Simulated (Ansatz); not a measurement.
# TeRh: the cost of one run

Computed with Ansatz 0.2.0 (DFT LDA, scalar-relativistic, plane waves, PAW, unless a step's input says otherwise).

### 1 The starting structure

Symmetry: P6_3/mmc, No. 194, hexagonal system. Conventional cell: a = 3.990 Å, b = 3.990 Å, c = 5.660 Å, α = 90.00°, β = 90.00°, γ = 120.00°. Te (site symmetry -6m2) has 6 Rh at 2.70 Å as nearest neighbours. Rh (site symmetry -3m) has 6 Te at 2.70 Å and 2 Rh at 2.83 Å as nearest neighbours.

As a file:

```
CELL_PARAMETERS angstrom
3.99000 0.00000 0.00000
-1.99500 3.45544 0.00000
0.00000 0.00000 5.66000
ATOMIC_POSITIONS crystal
Te 0.33333 0.66667 0.25000
Te 0.66667 0.33333 0.75000
Rh 0.00000 0.00000 0.00000
Rh 0.00000 0.00000 0.50000
```

The cell is taken as given, not relaxed at this level.

### 2 Zero of energy

Reference values: F = -26212.9707 eV; pressure -3.15 GPa; largest force 0.000 eV/Å; gap on the mesh none (metal). It was computed beforehand with the settings of the runs below.

### 3 Next: a two-dimensional strain map

The cell is strained by p along both x and y and by q along z, with fractional coordinates fixed.

### 4 At p = -0.050, q = -0.050

Input file input.yaml:

```yaml
crystal:
  lattice:
    - [3.7904994401, 0.0, 0.0]
    - [-1.89524972, 3.2826688081, 0.0]
    - [0.0, 0.0, 5.377]
  atoms:
    - { symbol: Te, position: [0.3333333333, 0.6666666667, 0.25] }
    - { symbol: Te, position: [0.6666666667, 0.3333333333, 0.75] }
    - { symbol: Rh, position: [0.0, 0.0, 0.0] }
    - { symbol: Rh, position: [0.0, 0.0, 0.5] }
basis:
  ecutwfc: 420
kpoints:
  mp_grid: { grid: [15, 15, 8] }
hamiltonian:
  xc: lda
scf:
  occupations: { method: gaussian, width: 0.15 }
output:
  forces: true
  stress: true
  eigenvalues: true
```

**Question.** How long does this run take on 1 thread of an x86-64 CPU, shared host, and how much memory does it need?

About 6.2 s, with a peak of 0.56 GiB.
